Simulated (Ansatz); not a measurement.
## SrPt₅, space group P6/mmm: an equation of state with a fit, step by step

With the Python package of Ansatz (0.2.0).

The cells in order, each with its output:

**Cell 1**
```python
import warnings

import ansatz as az
from ase.eos import EquationOfState
from ase.units import GPa
import numpy as np

SETTINGS = {
    "functional": "LDA",
    "cutoff": 380,
    "smearing": "fermi_dirac",
    "sigma": 0.1,
    "scf_tol": 1e-05,
    "n_empty": 2,
    "mesh": (5, 5, 5),
}
```

**Cell 2**
```python
vectors0 = np.array([
    [5.397, 0.0, 0.0],
    [-2.6985, 4.673939, 0.0],
    [0.0, 0.0, 4.364],
])
sites = [
    ("Sr", [0.0, 0.0, 0.0]),
    ("Pt", [0.5, 0.0, 0.5]),
    ("Pt", [0.5, 0.5, 0.5]),
    ("Pt", [0.0, 0.5, 0.5]),
    ("Pt", [1 / 3, 2 / 3, 0.0]),
    ("Pt", [2 / 3, 1 / 3, 0.0]),
]
```

**Cell 3**
```python
def build(cell):
    crystal = az.Crystal(lattice=az.Lattice.of(cell))
    for symbol, position in sites:
        crystal = crystal.atom(symbol, position)
    return crystal
```

**Cell 4**
```python
warnings.simplefilter("ignore", az.DeckWarning)
```

**Cell 5**
```python
# uniform scaling of the cell
volumes, energies = [], []
for scale in np.linspace(0.88, 1.12, 7):
    cell = vectors0 * scale ** (1 / 3)
    job = build(cell).calculation()
    job = job.functional(SETTINGS["functional"])
    job = job.basis(SETTINGS["cutoff"], xc_grid=3)
    job = job.occupations(SETTINGS["smearing"], width=SETTINGS["sigma"]).scf(tolerance=SETTINGS["scf_tol"], extra_bands=SETTINGS["n_empty"])
    job = job.kpoints(*SETTINGS["mesh"])
    report = job.run().report
    volumes.append(abs(np.linalg.det(cell)) / len(sites))
    energies.append(report["free_energy_ev"] / len(sites))
    print(f"V = {volumes[-1]:8.4f} A^3/atom  F = {energies[-1]:.5f} eV/atom")
```
Output:
```text
V =  16.1455 A^3/atom  F = -10778.60033 eV/atom
V =  16.8794 A^3/atom  F = -10778.69347 eV/atom
V =  17.6133 A^3/atom  F = -10778.73268 eV/atom
V =  18.3472 A^3/atom  F = -10778.72992 eV/atom
V =  19.0811 A^3/atom  F = -10778.69458 eV/atom
V =  19.8149 A^3/atom  F = -10778.63407 eV/atom
V =  20.5488 A^3/atom  F = -10778.55425 eV/atom
```

**Cell 6**
```python
eos = EquationOfState(volumes, energies, eos="vinet")
v0, e0, bulk = eos.fit()
print(f"V0 = {v0:.4f} A^3/atom, E0 = {e0:.5f} eV/atom, B = {bulk / GPa:.1f} GPa")
eos.plot("eos.png")
```
Output:
```text
V0 = 17.9182 A^3/atom, E0 = -10778.73605 eV/atom, B = 200.6 GPa
<Axes: title={'center': 'vinet: E: -10778.736 eV, V: 17.918 Å$^3$, B: 200.569 GPa'}, xlabel='volume [Å$^3$]', ylabel='energy [eV]'>
```

A third-order Birch-Murnaghan fit through the 7 points has its minimum at 17.92 Å³ an atom, 2.3 % below the typed cell, with a bulk modulus of 200 GPa. From that minimum the energy rises by 135.7 meV an atom on the compressed side and 181.7 meV on the expanded side.

What to keep in mind:
- The settings weren't tested for convergence.
- The cutoff lies under the one recommended for these potentials.
- Shape and fractional positions are held along the curve, so the bulk modulus is an upper value where they are free to relax.
- Under the recommended cutoff a pressure can be off by several GPa, even in sign.
- For a metal this k-point mesh is coarse: on a finer one energies can move by several to tens of meV an atom and pressures by half a GPa or more, differences at one mesh by less.
- Spin-orbit coupling, which matters for elements this heavy, is left out.
- The structure is a deposited one; some such entries were measured under pressure or heat, so a shift against it needn't be the functional's error alone.
- The script silences the warnings on its input, which a real study should read.
- Hardware and time: 56 s on 1 thread of Arm Neoverse N1 (shared host), peak memory 0.45 GiB.
